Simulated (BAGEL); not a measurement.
# GaH5Se (SMILES [GaH3-][SeH2+]) at HF/3-21G (density fitting with qzvpp-jkfit)

Aim: the vertical ionisation energy of GaH5Se at HF/3-21G (density fitting with qzvpp-jkfit), from 2 runs. 

Program for the calculation: BAGEL 1.2.2.

## (1) The molecule

The species is GaH5Se (7 atoms), meant as a singlet with charge 0. As SMILES, `[GaH3-][SeH2+]`. Geometry: relaxed at PBE0-D4/def2-TZVP.

Bond lengths: Ga1–Se2 2.713 Å, Ga1–H3 1.575 Å, Ga1–H4 1.575 Å, Ga1–H5 1.574 Å, Se2–H6 1.469 Å, Se2–H7 1.469 Å. Angles: Ga1–Se2–H6 97.0°, Ga1–Se2–H7 97.0°, Se2–Ga1–H3 94.5°, Se2–Ga1–H4 94.5°, Se2–Ga1–H5 98.0°, H6–Se2–H7 91.5°, H3–Ga1–H4 118.9°, H3–Ga1–H5 119.1°, H4–Ga1–H5 119.1°.

## (2) The energy at HF/3-21G (density fitting with qzvpp-jkfit)

Input file calc.json:

```json
{ "bagel" : [

{
  "title" : "molecule",
  "basis" : "3-21g",
  "df_basis" : "qzvpp-jkfit",
  "angstrom" : "true",
  "geometry" : [
    { "atom" : "Ga", "xyz" : [   -0.804600,   -0.664900,   -0.554200 ] },
    { "atom" : "Se", "xyz" : [    0.775800,    0.591800,    1.257700 ] },
    { "atom" : "H", "xyz" : [   -0.367400,   -2.113200,   -0.115900 ] },
    { "atom" : "H", "xyz" : [   -2.145600,   -0.068500,    0.017400 ] },
    { "atom" : "H", "xyz" : [   -0.183400,   -0.039700,   -1.858700 ] },
    { "atom" : "H", "xyz" : [    2.053400,    0.356300,    0.572900 ] },
    { "atom" : "H", "xyz" : [    0.671800,    1.938300,    0.680800 ] }
  ]
},
{ "title" : "hf" },
{ "title" : "print", "file" : "orbitals.molden", "orbitals" : "true" }

]}
```

Started as:

```
$ BAGEL_NUM_THREADS=1 BAGEL calc.json > calc.out
```

Output:

```text
* using 1 threads per process

  ===============================================================
  ===============================================================

  *** Geometry ***

  { "atom" : "Ga", "xyz" : [     -1.520474,     -1.256479,     -1.047286 ] },
  { "atom" : "Se", "xyz" : [      1.466050,      1.118340,      2.376709 ] },
  { "atom" : "H", "xyz" : [     -0.694285,     -3.993369,     -0.219019 ] },
  { "atom" : "H", "xyz" : [     -4.054596,     -0.129446,      0.032881 ] },
  { "atom" : "H", "xyz" : [     -0.346576,     -0.075022,     -3.512434 ] },
  { "atom" : "H", "xyz" : [      3.880364,      0.673309,      1.082624 ] },
  { "atom" : "H", "xyz" : [      1.269518,      3.662856,      1.286526 ] },

  Number of auxiliary basis functions:      622

  Since a DF basis is specified, we compute 2- and 3-index integrals:
    o Being stored without compression. Storage requirement is 0.015 GB

  Number of basis functions:       54
  Number of electrons      :       70

    * METHOD: MOLECULE                             0.32

  *** RHF ***

  === Nuclear Repulsion ===
   289.6989545571

      * DIIS with orbital gradients will be used.

  === RHF iteration (3-21g) ===
      0      -4305.10813378          0.00764176           0.08
      1      -4305.14256553          0.00146855           0.08
      2      -4305.14440572          0.00026151           0.08
      3      -4305.14447996          0.00005242           0.08
      4      -4305.14448309          0.00001423           0.08
      5      -4305.14448333          0.00000257           0.08
      6      -4305.14448334          0.00000048           0.08
      7      -4305.14448334          0.00000011           0.08
      8      -4305.14448334          0.00000001           0.09
      9      -4305.14448334          0.00000000           0.08
    * SCF iteration converged.

    * Permanent dipole moment:
           (   -0.964928,    -0.814248,    -0.416879) a.u.

    * METHOD: HF                                   1.03

    * METHOD: PRINT                                0.01

  ===============================================================
```

Run time: 1.5 s. Hardware: 1 thread of Arm Neoverse V1, shared host; peak memory 0.11 GiB.

## (3) The doublet cation, same level

Input file job.json:

```json
{ "bagel": [

{
  "title": "molecule",
  "basis": "3-21g",
  "df_basis": "qzvpp-jkfit",
  "angstrom": true,
  "geometry": [
    { "atom": "Ga", "xyz": [      -0.804600,      -0.664900,      -0.554200 ] },
    { "atom": "Se", "xyz": [       0.775800,       0.591800,       1.257700 ] },
    { "atom": "H", "xyz": [      -0.367400,      -2.113200,      -0.115900 ] },
    { "atom": "H", "xyz": [      -2.145600,      -0.068500,       0.017400 ] },
    { "atom": "H", "xyz": [      -0.183400,      -0.039700,      -1.858700 ] },
    { "atom": "H", "xyz": [       2.053400,       0.356300,       0.572900 ] },
    { "atom": "H", "xyz": [       0.671800,       1.938300,       0.680800 ] }
  ]
},

{ "title": "uhf", "charge": 1, "nopen": 1 },

{ "title": "print", "file": "orbitals.molden", "orbitals": true }

]}
```

Started as:

```
$ BAGEL_NUM_THREADS=1 BAGEL job.json > job.out
```

Output:

```text
* using 1 threads per process

  ===============================================================
  ===============================================================

  *** Geometry ***

  { "atom" : "Ga", "xyz" : [     -1.520474,     -1.256479,     -1.047286 ] },
  { "atom" : "Se", "xyz" : [      1.466050,      1.118340,      2.376709 ] },
  { "atom" : "H", "xyz" : [     -0.694285,     -3.993369,     -0.219019 ] },
  { "atom" : "H", "xyz" : [     -4.054596,     -0.129446,      0.032881 ] },
  { "atom" : "H", "xyz" : [     -0.346576,     -0.075022,     -3.512434 ] },
  { "atom" : "H", "xyz" : [      3.880364,      0.673309,      1.082624 ] },
  { "atom" : "H", "xyz" : [      1.269518,      3.662856,      1.286526 ] },

  Number of auxiliary basis functions:      622

  Since a DF basis is specified, we compute 2- and 3-index integrals:
    o Being stored without compression. Storage requirement is 0.015 GB

  Number of basis functions:       54
  Number of electrons      :       70

    * METHOD: MOLECULE                             0.31

  *** Open-shell HF ***

  === Nuclear Repulsion ===
   289.6989545571

      * DIIS with orbital gradients will be used.

  === UHF iteration (3-21g) ===
      0      -4304.69112089          0.01956066           0.17
      1      -4304.76393350          0.00463303           0.17
      2      -4304.76806226          0.00107362           0.17
      3      -4304.76860397          0.00038606           0.17
      4      -4304.76875899          0.00011608           0.17
      5      -4304.76881972          0.00007896           0.17
      6      -4304.76885276          0.00006322           0.17
      7      -4304.76886616          0.00005263           0.17
      8      -4304.76887584          0.00003813           0.17
      9      -4304.76888671          0.00001834           0.17
     10      -4304.76889118          0.00000923           0.17
     11      -4304.76889318          0.00000497           0.16
     12      -4304.76889364          0.00000286           0.16
     13      -4304.76889370          0.00000106           0.16
     14      -4304.76889370          0.00000056           0.16
     15      -4304.76889370          0.00000015           0.16
     16      -4304.76889370          0.00000007           0.16
     17      -4304.76889370          0.00000003           0.16
     18      -4304.76889370          0.00000002           0.16
     19      -4304.76889370          0.00000001           0.16
    * SCF iteration converged.

    * S^2 (UHF) is 0.7694

    * Permanent dipole moment:
           (   -1.920190,    -1.606933,    -1.022805) a.u.

    * METHOD: UHF                                  3.50

    * METHOD: PRINT                                0.01

  ===============================================================
```

Run time: 4.2 s. Hardware: 1 thread of Arm Neoverse V1, shared host; peak memory 0.11 GiB.

## (4) Results

At HF/3-21G (density fitting with qzvpp-jkfit):

| quantity | value |
| --- | --- |
| singlet GaH5Se: total energy | -4305.14448 Eh |
| singlet GaH5Se: dipole moment | 3.38 D |
| singlet GaH5Se: HOMO energy | -10.86 eV |
| singlet GaH5Se: LUMO energy | 2.60 eV |
| singlet GaH5Se: HOMO–LUMO gap | 13.46 eV |
| doublet cation: total energy | -4304.76889 Eh |
| doublet cation: ⟨S²⟩ | 0.769 |
| vertical ionisation energy (to the doublet cation) | 10.220 eV |

What this shows: The vertical ionisation energy comes to 10.22 eV (986 kJ/mol). The negative HOMO energy of the first species, 10.86 eV, lies 0.64 eV above that difference.
